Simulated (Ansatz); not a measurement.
# KTaB: the cost of one run

Program: Ansatz 0.2.0. Level of theory: DFT PBE, scalar-relativistic, plane waves, PAW. These are calculated values, not measurements.

2 further runs of the same task are left out: 1 that didn't finish, 1 set aside as unsound or not needed.

## 1. The starting structure

Symmetry: P3m1, No. 156, trigonal system. The conventional cell has a = 3.464 Å, b = 3.464 Å, c = 29.323 Å, α = 90.00°, β = 90.00°, γ = 120.00°. K (site symmetry 3m) has 3 B at 3.00 Å as nearest neighbours. Ta (site symmetry 3m) has 3 B at 2.17 Å as nearest neighbours. Around B (site symmetry 3m) lie 3 Ta at 2.17 Å and 3 K at 3.00 Å.

Structure file:

```
CELL_PARAMETERS angstrom
3.46380 0.00000 0.00000
-1.73190 2.99973 0.00000
0.00000 0.00000 29.32323
ATOMIC_POSITIONS crystal
K 0.33333 0.66667 0.34900
Ta 0.00000 0.00000 0.24425
B 0.66667 0.33333 0.27282
```

It is the end of an earlier relaxation with the same method, from a generated guess; it needn't be the stable form of this composition. At a tolerance of 0.05 Å it has layer group p3m1 (No. 69); it has 3.46 Å²/atom, an uncorrected energy of +1.03 eV/atom over the elements.

Only a and b are periodic; c spans vacuum, so the box's volume, pressure and space group aren't properties of the sheet.

## 2. Bands, states and charges

Input file input.yaml:

```yaml
crystal:
  lattice:
    - [3.4637953454, -2.733e-07, 0.0]
    - [-1.731897436, 2.9997348992, 0.0]
    - [0.0, 0.0, 29.32323268]
  atoms:
    - { symbol: K, position: [0.3333333333, 0.6666666667, 0.348999279] }
    - { symbol: Ta, position: [0.0, 0.0, 0.2442504094] }
    - { symbol: B, position: [0.6666666667, 0.3333333333, 0.2728208198] }
  periodic: [true, true, false]
basis:
  ecutwfc: 420
kpoints:
  mp_grid: { grid: [18, 18, 1] }
  band_path:
    path:
      - [0.0, 0.0, 0.0]
      - [0.5, 0.0, 0.0]
      - [0.33333333, 0.33333333, 0.0]
      - [0.0, 0.0, 0.0]
    npoints: 14
hamiltonian:
  xc: pbe
scf:
  occupations: { method: gaussian, width: 0.1 }
  n_extra_bands: 7
output:
  forces: true
  stress: true
  eigenvalues: true
  populations: true
  dos: { projected: true, de: 0.02, nscf_kmesh: { grid: [22, 22, 1] } }
  bader: true
  write_density: true
  write_potential: true
  elf: true
  volumetric_format: npy
```

Run with:

```sh
> ansatz run input.yaml --threads 1 --pin off --max-ram 2048MiB --backend cpu --events-out ev --progress --plain --runs-dir out
```

**Question.** How long does this run take on 1 thread of Arm Neoverse V1, shared host, and how much memory does it need?

About 2 min, with a peak of 0.58 GiB.
